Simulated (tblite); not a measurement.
# C2H9GaO: the cost of one run

Computed with tblite 0.8.0 and PySCF 2.14.0; each step states its level. No surroundings beyond the atoms listed, unless a continuum is named. Atoms count from 0, parts from 1.

## Step 1: Starting point

13 atoms, charge 0, multiplicity 1; geometry: rigid parts in contact. Parts: 1 = atoms 0–3, `[GaH3]`, charge 0; 2 = atoms 4–12, `COC`, charge 0.

## Step 2: Docking the parts with GFN2-xTB

The job: settings as JSON, then the geometry in Å.

```
{"job": {"kind": "dock", "xc": "GFN2-xTB", "basis": "xTB"}, "charge": 0, "multiplicity": 1, "parts": [{"atoms": "0-3", "charge": 0, "multiplicity": 1}, {"atoms": "4-12", "charge": 0, "multiplicity": 1}]}
Ga     0.000356     0.000356    -0.000031
H     -1.478677    -0.344769    -0.385296
H      0.769313    -0.895851     1.029049
H      0.709008     1.240264    -0.643722
C      3.026608     1.048476     0.976368
O      1.820203     1.764963     1.010378
C      1.994320     3.137525     0.774196
H      2.779420     0.008873     1.180822
H      3.507155     1.123845    -0.007798
H      3.728208     1.413835     1.737455
H      2.437774     3.319968    -0.213246
H      2.638849     3.593538     1.536830
H      1.006016     3.590429     0.816858
```

Level: GFN2-xTB search for minima from random contacts, gas phase.

Command:

```sh
> OMP_NUM_THREADS=1 python cluster_run.py task.json out
```

This one command runs all jobs of the session in turn.

**Question.** How long does this first job take on 1 thread of Arm Neoverse V1, shared host?

About 8.8 s.
